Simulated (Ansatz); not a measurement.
# AlO2 (Cmcm) in Ansatz: band structure with PBEsol

Aim: the band structure of AlO2 with PBEsol.

Program: Ansatz 0.2.0. These are calculated values, not measurements. Logs are shortened: lines on timing, memory, paths and dates and some standing lists are left out, and cuts for length are marked.

### 1 The crystal as given

It takes space group Cmcm (No. 63, orthorhombic). Conventional cell: a = 2.976 Å, b = 10.806 Å, c = 3.647 Å, α = 90.00°, β = 90.00°, γ = 90.00°. Al (site symmetry m2m) has 6 O at 1.87 to 2.02 Å as nearest neighbours. O (site symmetry m2m) has 2 Al at 1.88 Å as nearest neighbours. O (site symmetry m2m) has 4 Al at 1.87 to 2.02 Å as nearest neighbours.

The cell comes from a database or a generator and needn't be the stable form of this composition.

### 2 Band structure, PBEsol

Input file input.yaml:

```yaml
crystal:
  lattice:
    - [1.488162, -5.402833, 0.0]
    - [1.488162, 5.402833, 0.0]
    - [0.0, 0.0, 3.646612]
  atoms:
    - { symbol: Al, position: [0.668133, 0.331867, 0.75] }
    - { symbol: Al, position: [0.331867, 0.668133, 0.25] }
    - { symbol: O, position: [0.061072, 0.938928, 0.75] }
    - { symbol: O, position: [0.938928, 0.061072, 0.25] }
    - { symbol: O, position: [0.294184, 0.705816, 0.75] }
    - { symbol: O, position: [0.705816, 0.294184, 0.25] }
hamiltonian:
  xc: pbesol
  pseudopotentials: { kind: paw }
kpoints:
  mp_grid: { grid: [9, 9, 7] }
  band_path:
    path:
      - [[0.0, 0.0, 0.0], [0.2689669431, 0.2689669431, 0.0], [0.0, 0.5, 0.0], [0.0, 0.5, 0.5], [0.2689669431, 0.2689669431, 0.5], [0.0, 0.0, 0.5], [0.0, 0.0, 0.0], [-0.5, 0.5, 0.0], [-0.2689669431, 0.7310330569, 0.0], [-0.2689669431, 0.7310330569, 0.5], [-0.5, 0.5, 0.5], [-0.5, 0.5, 0.0]]
      - [[0.0, 0.0, 0.5], [-0.5, 0.5, 0.5]]
    npoints: 14
scf:
  occupations: { method: fermi_dirac, width: 0.05 }
  n_extra_bands: 15
output:
  forces: true
  stress: true
  eigenvalues: true
  fatbands: true
```

Potentials or basis: Ansatz PAW.

The run is started by

```console
$ ansatz run input.yaml --threads 2 --pin off --max-ram 5632MiB --backend cpu --events-out ev --progress --plain --runs-dir out
```

Log:

```text
Warning: RAYON_NUM_THREADS=2 ignored (pool sized by the plan → 2); use --threads N
scf.n_extra_bands = 15 over 15 filled bands (N_el = 30.0): the run solves 30 bands
Engine: ansatz 0.2.0, x86_64-unknown-linux-gnu
Pseudopotentials: kind: paw
Pseudopotential: Al, paw, valence charge 3, recommended cutoff 420 eV (normal), Al.paw.azcp
Pseudopotential: O, paw, valence charge 6, recommended cutoff 420 eV (normal), O.paw.azcp
Functional definition: PBEsol
  exchange = pbesol_x
  correlation = pbesol_c
Crystal: 6 atoms, lattice volume = 58.640 Å³
Basis set: ecut = 420 eV, 1139 PW (Γ), exchange–correlation on 80×80×50 points (8 copies of the dense FFT grid, shifted against one another)
Bands: 30, of which v1, the nominal top of the filled ones, is band 15 counted from 1 (14 counted from 0)
Symmetry: 8 space group operations
Space group: Cmcm (ITA 63), of the structure as read, at distance tolerance 3.9e-5 Å
k-points: 100 of 567
Non-local potential: Al, projectors of the file, l = 0: 2, l = 1: 2, l = 2: 1
Non-local potential: O, projectors of the file, l = 0: 2, l = 1: 2, l = 2: 1
PAW form: soft (Blöchl's): semilocal exchange-correlation on the pseudo side does not see the compensation charge
PAW frozen core: Al, regenerated for the run's functional, and the local potential with it (the file was generated under x = pbe(κ = 0.804, μ = 0.2195149727645171), c = pbe(β = 0.06672455060314922))
PAW frozen core: O, regenerated for the run's functional, and the local potential with it (the file was generated under x = pbe(κ = 0.804, μ = 0.2195149727645171), c = pbe(β = 0.06672455060314922))
PAW one-centre angular grid: Al, 110 points (default); XC on 64 Gauss nodes
PAW one-centre angular grid: O, 110 points (default); XC on 64 Gauss nodes
Initial density: superposition of atomic densities (neutral atoms: chi_scale 0, normalization atom), corrected by the library's trained network
Initial wavefunctions: pseudopotential atomic-orbital guess
Functional: x = pbesol(κ = 0.804, μ = 0.12345679012345678), c = pbesol(β = 0.046)
SCF iter   1: F=—  HF=-3294.804591 eV  |F-HF|=—  |Δ(HF+E_count)|=         —  Δρ=1.46e-2  dr2=7.68e-2  ethr=1.77e-3  ⟨swp⟩=5.6  Hψ=15202  notcnv=0  defer=186
preconditioner: auto → Kerker (q_TF=auto, 2.440 Å⁻¹)  [metal: Δε(μ)=0.017 eV  Ē_g=19.605 eV  σ=0.050 eV  W_gap=0.08  n_scr=14 (ndim 8)  ℏωp=26.6 eV  f_vac=0.003  D(μ)=4.68/eV (n_scr^D=50)]
SCF iter   2: F=—  HF=-3294.785362 eV  |F-HF|=—  |Δ(HF+E_count)|=   1.92e-2  Δρ=6.05e-3  dr2=1.70e-2  ethr=2.56e-4  ⟨swp⟩=2.0  Hψ=4371  notcnv=0  defer=822
SCF iter   3: F=—  HF=-3294.780989 eV  |F-HF|=—  |Δ(HF+E_count)|=   4.37e-3  Δρ=1.07e-3  dr2=6.89e-4  ethr=5.65e-5  ⟨swp⟩=2.1  Hψ=3923  notcnv=0  defer=823
SCF iter   4: F=—  HF=-3294.781029 eV  |F-HF|=—  |Δ(HF+E_count)|=   4.00e-5  Δρ=3.62e-4  dr2=1.66e-4  ethr=2.30e-6  ⟨swp⟩=1.0  Hψ=2189  notcnv=0  defer=823
SCF iter   5: F=—  HF=-3294.781030 eV  |F-HF|=—  |Δ(HF+E_count)|=   9.82e-7  Δρ=1.45e-4  dr2=3.52e-5  ethr=5.53e-7  ⟨swp⟩=2.0  Hψ=3498  notcnv=0  defer=823
SCF iter   6: F=—  HF=-3294.781031 eV  |F-HF|=—  |Δ(HF+E_count)|=   1.14e-6  Δρ=7.15e-5  dr2=4.65e-6  ethr=1.17e-7  ⟨swp⟩=2.5  Hψ=3505  notcnv=0  defer=823
SCF iter   7: F=—  HF=-3294.781029 eV  |F-HF|=—  |Δ(HF+E_count)|=   1.23e-6  Δρ=2.31e-5  dr2=2.55e-7  ethr=1.55e-8  ⟨swp⟩=2.2  Hψ=3303  notcnv=0  defer=823
SCF iter   8: F=-3294.781030 eV  HF=-3294.781030 eV  |F-HF|=1.14e-9  |Δ(HF+E_count)|=   7.98e-8  Δρ=4.42e-6  dr2=1.91e-8  ethr=3.33e-10  ⟨swp⟩=9.3  Hψ=15986  notcnv=0
SCF 1 converged in 8 iterations: F = -3294.781030 eV  dr2 = 1.91e-8
NSCF: frozen V_eff on 170 k-points
SCF converged after 8 iterations
Free energy (F): -3294.781030 eV
Harris-Foulkes:  -3294.781030 eV  (|F-HF|=1.14e-9)
Internal energy: -3294.741891 eV  (E = F + TS)
E sigma→0 (E₀):  -3294.761460 eV
Entropy (-TS):   -0.039139 eV (-6.523 meV/atom)
Fermi energy:    5.511065 eV
--- Per-component energies (eV) ---
  E_band       = -38.651808
  E_kinetic    = 750.210138
  E_local      = -1426.041478  (includes V_loc(G=0)·N_el)
  E_nonlocal   = 212.099873
  E_hartree    = 503.441378
  E_xc         = -370.762708
  E_vxc        = -433.063291  (∫ρ·V_xc dr)
  E_paw        = -1517.789581  (= ΣΔE_a)
  E_vpaw       = -148.750570  (= ΣTr[D̂ρ^β])
  E_aug_tail   = 0.009607  (compensation charges beyond the density's cutoff)
  E_ewald      = -1446.088549
  E_core_change = 0.179430  (= ΣΔE_core)
  E_smearing   = -0.039139  (= −TS)
  E_closure    = -0.000000  (closes the sum)
  Σ components = -3294.781030   (vs F -3294.781030, Δ=0.00e0)
--- Forces (eV/Å), atoms counted from 1 ---
  atom   1  Al     0.00000000     0.17642511     0.00000000
  atom   2  Al     0.00000000    -0.17642511     0.00000000
  atom   3  O      0.00000000     0.64065396     0.00000000
  atom   4  O      0.00000000    -0.64065396     0.00000000
  atom   5  O      0.00000000     0.01673727     0.00000000
  atom   6  O      0.00000000    -0.01673727     0.00000000
  max |Σ_I F_I| component: 3.47e-18 eV/Å
--- Stress (GPa, compression-positive) ---
       -6.377874       0.000000       0.000000
        0.000000      -6.658544       0.000000
        0.000000       0.000000      -4.790799
  P = ⅓ Tr σ = -5.9424 GPa (-59.424 kbar)
--- Band table (eV; the first three rows and the last of 100) ---
  k-point 0: bands = ["-13.8856", "-11.7635", "-11.1060", "-10.8170", "-0.5963", "1.0008", "1.6420", "2.2285", "2.8438", "3.0488", "3.1886", "3.6871", "4.2043", "5.0327", "5.5623", "5.6087", "11.3258", "13.8426", "15.2915", "16.2161", "18.2431", "18.9067", "20.1327", "20.8982", "21.0191", "21.1072", "21.3651", "22.0460", "22.6105", "23.3901"]
  k-point 1: bands = ["-13.7595", "-11.7130", "-11.1163", "-11.0034", "-0.5654", "0.8083", "1.1513", "2.3392", "3.1042", "3.3036", "3.4380", "3.7750", "4.1515", "4.8615", "5.3266", "5.5452", "11.7560", "14.1484", "15.1462", "16.0013", "18.0499", "18.9449", "19.5491", "20.4333", "21.1531", "21.7916", "22.2608", "22.4486", "22.4752", "23.2837"]
  k-point 2: bands = ["-13.3953", "-11.5785", "-11.5056", "-11.1540", "-0.6018", "0.3501", "0.8846", "2.6579", "3.2203", "3.2555", "4.0029", "4.0275", "4.0801", "4.4103", "5.1985", "5.3783", "12.7274", "14.8006", "14.8696", "15.3734", "17.9346", "19.1309", "19.3835", "20.1352", "21.1374", "21.5067", "21.5194", "23.1103", "23.6838", "24.6620"]
  k-point 99: bands = ["-12.7071", "-12.1392", "-11.6176", "-11.2729", "-0.3083", "0.3486", "1.7783", "2.1734", "2.9634", "3.0059", "3.5430", "3.5871", "3.7607", "3.9387", "5.6461", "6.0233", "13.9364", "14.6517", "14.9181", "15.4708", "18.5210", "18.9558", "19.8033", "20.0682", "20.1387", "20.4948", "21.0913", "21.9690", "24.1702", "24.9932"]
```

Run time: 5.6 s. Hardware: 2 threads of Intel Xeon 6975P-C (Granite Rapids), shared host; peak memory 0.47 GiB.

Results:

```
Free energy            : -3294.7810 eV
Pressure               : -5.9 GPa
Largest force          : 0.641 eV/Å
Band gap on the k mesh : none (metal or under the smearing width)
```

Forces in eV/Å, atoms in the order of the input:
```
Al   0.000  0.176  0.000
Al   0.000 -0.176  0.000
O    0.000  0.641  0.000
O    0.000 -0.641  0.000
O    0.000  0.017  0.000
O    0.000 -0.017  0.000
```

Stress tensor (GPa, compression positive):
```
-6.38  0.00  0.00
 0.00 -6.66  0.00
 0.00  0.00 -4.79
```

Levels at the corners of the path, in eV from the Fermi level:
| point | band 13 | band 14 | band 15 | band 16 | band 17 | band 18 |
| --- | --- | --- | --- | --- | --- | --- |
| Γ | -1.31 | -0.48 | 0.05 | 0.10 | 5.81 | 8.33 |
| X | -1.65 | -1.01 | -0.68 | -0.02 | 9.73 | 9.92 |
| S | -1.81 | -1.09 | -0.54 | -0.05 | 9.83 | 9.96 |
| R | -1.28 | -1.28 | 0.18 | 0.18 | 10.09 | 10.09 |
| A | -1.37 | -1.37 | 0.23 | 0.23 | 10.14 | 10.14 |
| Z | -1.05 | -1.05 | -0.20 | -0.20 | 8.60 | 8.60 |
| Γ | -1.31 | -0.48 | 0.05 | 0.10 | 5.81 | 8.33 |
| Y | -1.53 | -1.50 | -0.47 | 0.00 | 7.27 | 7.53 |
| X1 | -1.65 | -1.01 | -0.68 | -0.02 | 9.73 | 9.92 |
| A1 | -1.37 | -1.37 | 0.23 | 0.23 | 10.14 | 10.14 |
| T | -1.68 | -1.68 | 0.37 | 0.37 | 8.78 | 8.78 |
| Y | -1.53 | -1.50 | -0.47 | 0.00 | 7.27 | 7.53 |
| Z | -1.05 | -1.05 | -0.20 | -0.20 | 8.60 | 8.60 |
| T | -1.68 | -1.68 | 0.37 | 0.37 | 8.78 | 8.78 |

Caveat: the pressure holds a Pulay correction of +0.9 GPa for the finite cutoff; the PAW data sets come from PBE, with cores solved anew for the run's functional, which leaves a small shift of forces and pressure.
